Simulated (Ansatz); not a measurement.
# TiAl3: properties at the relaxed cell

One table from this session's results is given with a row withheld; the runs are named, their logs left out.

Computed with Ansatz 0.2.0 (DFT PBE, scalar-relativistic, plane waves, PAW, unless a step's input says otherwise).

1 further run of the same task is left out (set aside as unsound or not needed).

## The structure to begin with

It takes space group I4/mmm (No. 139, tetragonal). Conventional cell: a = 3.845 Å, b = 3.845 Å, c = 8.623 Å, α = 90.00°, β = 90.00°, γ = 90.00°. Around Ti (site symmetry 4/mmm) lie 12 Al at 2.72 to 2.89 Å. Al (site symmetry 4/mmm) is surrounded by 4 Ti at 2.72 Å and 8 Al at 2.89 Å. Around Al (site symmetry -4m2) lie 8 Al at 2.72 to 2.89 Å and 4 Ti at 2.89 Å.

As a file:

```cif
data_structure
_symmetry_space_group_name_H-M 'I4/mmm'
_symmetry_Int_Tables_number 139
_cell_length_a 3.8453
_cell_length_b 3.8453
_cell_length_c 8.6228
_cell_angle_alpha 90.000
_cell_angle_beta 90.000
_cell_angle_gamma 90.000
_cell_volume 127.50
loop_
_atom_site_label
_atom_site_type_symbol
_atom_site_symmetry_multiplicity
_atom_site_Wyckoff_symbol
_atom_site_fract_x
_atom_site_fract_y
_atom_site_fract_z
_atom_site_occupancy
Ti1 Ti 2 a 0.00000 0.00000 0.00000 1
Al1 Al 2 b 0.50000 0.50000 0.00000 1
Al2 Al 4 d 0.00000 0.50000 0.25000 1
```

It goes back to an entry of the Materials Project, which need not be the stable form.

It is the result of an earlier relaxation at this level (volume 15.94 Å³/atom; gap on the mesh: none (metal)).

The first run:

Input file input.yaml:

```yaml
crystal:
  lattice:
    - [-1.9226734293, 1.9226734293, 4.3114047963]
    - [1.9226734293, -1.9226734293, 4.3114047963]
    - [1.9226734293, 1.9226734293, -4.3114047963]
  atoms:
    - { symbol: Ti, position: [0.0, 0.0, 0.0] }
    - { symbol: Al, position: [0.5, 0.5, 0.0] }
    - { symbol: Al, position: [0.75, 0.25, 0.5] }
    - { symbol: Al, position: [0.25, 0.75, 0.5] }
basis:
  ecutwfc: 420
kpoints:
  mp_grid: { grid: [16, 16, 16] }
  band_path:
    path:
      - [[0.0, 0.0, 0.0], [0.0, 0.0, 0.5], [0.25, 0.25, 0.25], [0.0, 0.5, 0.0], [0.0, 0.0, 0.0], [0.5, 0.5, -0.5], [0.29971798, 0.70028202, -0.29971798]]
      - [[-0.29971798, 0.29971798, 0.29971798], [0.0, 0.0, 0.0]]
      - [[0.0, 0.0, 0.5], [-0.09943596, 0.09943596, 0.5]]
      - [[0.5, 0.5, -0.09943596], [0.5, 0.5, -0.5]]
    npoints: 14
hamiltonian:
  xc: pbe
scf:
  occupations: { method: gaussian, width: 0.1 }
  n_extra_bands: 10
output:
  forces: true
  stress: true
  eigenvalues: true
  populations: true
  dos: { projected: true, de: 0.02, nscf_kmesh: { grid: [24, 24, 24] } }
  bader: true
  write_density: true
  write_potential: true
  elf: true
  volumetric_format: npy
```

On the command line:

```
$ ansatz run input.yaml --threads 1 --pin off --max-ram 2560MiB --backend cpu --events-out ev --progress --plain --runs-dir out
```

Steps of the session up to this table: Bands, states and charges; Back to the database's cell; Volume × 0.97; Volume × 1.03; The cell scaled to 0.94 of its volume; The cell scaled to 1.06 of its volume; Point at V/V0 = 0.91; Volume × 1.10; The cell scaled to 0.88 of its volume.

One of the session's tables, all rows but one given; the rest of the session is left out.

It belongs to the step «Equation of state». 

| volume (Å³/atom) | energy above the lowest point (meV/atom) | pressure (GPa) |
| --- | --- | --- |
| 14.025 | 93.5 | 17.47 |
| 14.503 | 49.7 | 12.04 |
| 14.982 | 20.9 | 7.40 |
| 15.460 | 4.9 | 3.41 |
| 15.938 | 0.0 | -0.01 |
| 16.416 | ? | ? |
| 16.894 | 17.2 | -5.47 |
| 17.532 | 44.8 | -8.27 |

Q: Estimate the row for volume (Å³/atom) = 16.416 from the others.

Worked estimate for «energy above the lowest point (meV/atom)». A straight line through the neighbours (15.938, 0.0) and (16.894, 17.2) gives 0.0 + (17.2 − 0.0) × (16.416 − 15.938) / (16.894 − 15.938) = 8.6; a parabola fitted to 4 rows on both sides gives 4.7.

**Answer.** energy above the lowest point (meV/atom): 4.6; pressure (GPa): -2.95. In «energy above the lowest point (meV/atom)» the line misses by +4.0 and the parabola by +0.1.
